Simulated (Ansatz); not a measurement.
Run this with Ansatz's Python interface and show what comes out.

Input file `POSCAR`:
```text
CO2
1.0
  -1.97472700    1.97472700    3.01405800
   1.97472700   -1.97472700    3.01405800
   1.97472700    1.97472700   -3.01405800
C O
2 4
Direct
   0.75000000    0.25000000    0.50000000
   0.00000000    0.00000000    0.00000000
   0.70979800    0.12500000    0.08479800
   0.04020200    0.62500000    0.91520200
   0.37500000    0.29020200    0.41520200
   0.87500000    0.95979800    0.58479800
```

The script, `pipeline.py`:
```python
'''From the given cell of CO2 to a relaxed cell, its gap and its density of states.'''

from dataclasses import dataclass

import ansatz as az
from ase.io import read
import numpy as np


@dataclass
class RunConfig:
    xc: str = 'pbesol'
    ecut: int = 470
    filling: str = 'Fixed'


settings = RunConfig()


def count_gap(report):
    # lowest empty less highest filled band, counting bands; zero where they overlap
    return max(report.get('gap_by_band_count_ev') or 0.0, 0.0)


def configured(crystal, spacing):
    return (
        crystal.calculation()
        .functional(settings.xc)
        .pseudopotentials('paw')
        .basis(settings.ecut)
        .occupations(settings.filling)
        .kpoints(spacing=spacing)
    )


def main() -> None:
    atoms = read('POSCAR', format='vasp')
    structure = az.Crystal.from_ase(atoms)

    relaxed = configured(structure, 0.4).relax(cell=True, force_tolerance=0.02, max_steps=40).checkpoint(write='relax.run', compress=False).run()
    cell = np.asarray(relaxed.lattice.cell_ang)
    print('relaxed edges (A):', np.linalg.norm(cell, axis=1).round(4), ' volume:', round(abs(np.linalg.det(cell)), 3), 'A^3')
    for site in relaxed.lattice.sites:
        print(' ', site.symbol, np.round(site.position_frac, 4) + 0.0)

    final = az.Crystal.from_checkpoint('relax.run')
    done = configured(final, 0.3).functional('pbesol').stress().band_table().density_of_states(energy_step=0.05).run()
    r = done.report
    dos = done.density_of_states()
    print(f'pressure at the relaxed cell {np.trace(r["stress_gpa"]) / 3:.3f} GPa, gap by band count {count_gap(r):.3f} eV')
    if count_gap(r) == 0:
        print('states/eV at the Fermi level:', round(float(np.interp(dos.fermi_ev, dos.energies_ev, dos.spin_summed_g_bin_mean_per_ev)), 3))


if __name__ == '__main__':
    main()
```

Running `python pipeline.py` prints:
```text
relaxed edges (A): [4.0599 4.0599 4.0599]  volume: 45.56 A^3
  C [0.75 0.25 0.5 ]
  C [0. 0. 0.]
  O [0.7077 0.125  0.0827]
  O [0.0423 0.625  0.9173]
  O [0.375  0.2923 0.4173]
  O [0.875  0.9577 0.5827]
DeckWarning: crystal.checkpoint: the structure is that of relax.run, a `relax` run, at its step 6: its result, under pbesol at a charge of 0 e; 6 atoms read, 0 with a starting moment [...]
pressure at the relaxed cell -0.003 GPa, gap by band count 7.647 eV
```
(Warnings from the package without file and line, shortened.)

Semilocal gaps usually lie well under measured ones. The crystal has a gap of about 7.65 eV on the mesh; bins of finite width blur the band edges. This cell is a computed structure, which may not be the phase found in nature. Gaps and levels are Kohn-Sham values on a finite set of k-points. Where the second run takes another functional or mesh than the relaxation, its pressure isn't zero; pressure is positive in compression. The density of states is complete only as far up as bands were computed. Finished in 23 s on 1 thread of Arm Neoverse V2, with other jobs on the host, peak memory 0.48 GiB.

(Lines on the test bed's own set-up are left out of the output.)
